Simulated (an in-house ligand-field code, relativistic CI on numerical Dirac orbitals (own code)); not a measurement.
**d6 in a ligand field: terms against the cubic field**

Aim: the terms of a d6 shell from Racah B and C and the field, by exact diagonalisation.

The numbers are computed with an in-house ligand-field code version 1 (parametric ligand-field model of a d^n configuration (Racah B and C, spin-orbit zeta, crystal field), exact diagonalisation), except any that are marked as measured or tabulated.

### 1 The system

| Quantity | Value |
| --- | --- |
| shell | d6 |
| set 1 (cm⁻¹) | B = 870, C = 3160, Td, 10Dq = -7130 |
| set 2 (cm⁻¹) | B = 870, C = 3160, Td, 10Dq = -7920 |
| set 3 (cm⁻¹) | B = 870, C = 3160, Td, 10Dq = -8700 |
| set 4 (cm⁻¹) | B = 870, C = 3160, Td, 10Dq = -9480 |
| set 5 (cm⁻¹) | B = 870, C = 3160, Td, 10Dq = -10270 |
| set 6 (cm⁻¹) | B = 870, C = 3160, Td, 10Dq = -11050 |
| set 7 (cm⁻¹) | B = 870, C = 3160, Td, 10Dq = -11830 |
| set 8 (cm⁻¹) | B = 870, C = 3160, Td, 10Dq = -12620 |

### 2 Set 1

Input settings:

```ini
n = 6
racah_B = 870  # cm-1
racah_C = 3160  # cm-1
zeta = 0  # cm-1
symmetry = Td
field = {"10Dq": -7130}  # cm-1
```

### 3 Set 2

Input settings:

```ini
n = 6
racah_B = 870  # cm-1
racah_C = 3160  # cm-1
zeta = 0  # cm-1
symmetry = Td
field = {"10Dq": -7920}  # cm-1
```

### 4 Set 3

Input settings:

```ini
n = 6
racah_B = 870  # cm-1
racah_C = 3160  # cm-1
zeta = 0  # cm-1
symmetry = Td
field = {"10Dq": -8700}  # cm-1
```

### 5 Set 4

Input settings:

```ini
n = 6
racah_B = 870  # cm-1
racah_C = 3160  # cm-1
zeta = 0  # cm-1
symmetry = Td
field = {"10Dq": -9480}  # cm-1
```

### 6 Set 5

Input settings:

```ini
n = 6
racah_B = 870  # cm-1
racah_C = 3160  # cm-1
zeta = 0  # cm-1
symmetry = Td
field = {"10Dq": -10270}  # cm-1
```

### 7 Set 6

Input settings:

```ini
n = 6
racah_B = 870  # cm-1
racah_C = 3160  # cm-1
zeta = 0  # cm-1
symmetry = Td
field = {"10Dq": -11050}  # cm-1
```

### 8 Set 7

Input settings:

```ini
n = 6
racah_B = 870  # cm-1
racah_C = 3160  # cm-1
zeta = 0  # cm-1
symmetry = Td
field = {"10Dq": -11830}  # cm-1
```

### 9 Set 8

Input settings:

```ini
n = 6
racah_B = 870  # cm-1
racah_C = 3160  # cm-1
zeta = 0  # cm-1
symmetry = Td
field = {"10Dq": -12620}  # cm-1
```

(Steps that only read results are left out.)

What does the calculation give? Wanted: lowest terms; sets at their largest spin, of those that allow S over 1.

The runs gave:

| set | 10Dq/B (size) | lowest | S | electrons in z² and x²-y² | first level of the same spin (cm⁻¹) |
| --- | --- | --- | --- | --- | --- |
| 1: Td | 8.2 | 5E | 2.00 | 3.00 | 5T2 7130 |
| 2: Td | 9.1 | 5E | 2.00 | 3.00 | 5T2 7920 |
| 3: Td | 10.0 | 5E | 2.00 | 3.00 | 5T2 8700 |
| 4: Td | 10.9 | 5E | 2.00 | 3.00 | 5T2 9480 |
| 5: Td | 11.8 | 5E | 2.00 | 3.00 | 5T2 10270 |
| 6: Td | 12.7 | 5E | 2.00 | 3.00 | 5T2 11050 |
| 7: Td | 13.6 | 5E | 2.00 | 3.00 | 5T2 11830 |
| 8: Td | 14.5 | 5E | 2.00 | 3.00 | 5T2 12620 |

| quantity | value |
| --- | --- |
| lowest terms | 1: 5E, 2: 5E, 3: 5E, 4: 5E, 5: 5E, 6: 5E, 7: 5E, 8: 5E |
| sets at their largest spin, of those that allow S over 1 | 1, 2, 3, 4, 5, 6, 7, 8 |

In words: The lowest term stays 5E over this range. A negative 10Dq stands for a tetrahedral field. B, C and the field are free parameters here, not those of a compound.
